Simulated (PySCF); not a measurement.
# C3H7NSSi: the cost of one run

Programs: PySCF 2.14.0, with density-fitted response routines of our own. Each step states its level of theory. These are calculated values for one molecule in the gas phase, unless marked as measured. Atoms are numbered from 0 throughout.

## 1. Starting geometry

13 atoms, charge 0, multiplicity 1; geometry from: GFN2-xTB. The atoms were then displaced at random by about 0.01 Å, so the start is not that level's minimum.

Bonds of the start (Å): C0–N1 1.27, N1–C2 1.36, C2–C3 1.39, C3–S4 1.66, S4–Si5 2.20, C0–H6 1.05, C0–H7 1.09, C2–H8 1.06, C3–H9 1.08, Si5–H10 1.48, Si5–H11 1.45, Si5–H12 1.46.

## 2. Relaxing the molecule at PBE0-D3(BJ)/def2-SVP

Job settings and geometry (Å):

```
{"job": {"xc": "PBE0", "basis": "def2-SVP", "d3": "d3bj", "grid": 1, "shake": 0.01, "kind": "geom"}, "charge": 0, "multiplicity": 1}
C     -1.389180    -1.235200     0.566490
N     -0.602010    -0.330720     0.133770
C     -1.004670     0.801050    -0.514210
C     -0.013190     1.684790    -0.924290
S      1.618980     1.453940    -0.697440
Si     1.599450    -0.469510     0.363000
H     -1.001700    -2.078100     1.062040
H     -2.468960    -1.116940     0.437010
H     -2.042420     0.991640    -0.656470
H     -0.326550     2.587520    -1.423150
H      3.073510    -0.542510     0.507760
H      1.378270    -1.529460    -0.607560
H      1.184290    -0.233380     1.742720
```

Command:

```console
$ OMP_NUM_THREADS=1 python probes_run.py task.json out
```

This one command runs all jobs of the session in turn.

**Question.** How long does this first job take on 1 thread of Arm Neoverse V1, shared host, and how much memory does it need?

About 88 s, with a peak of 0.5 GiB.
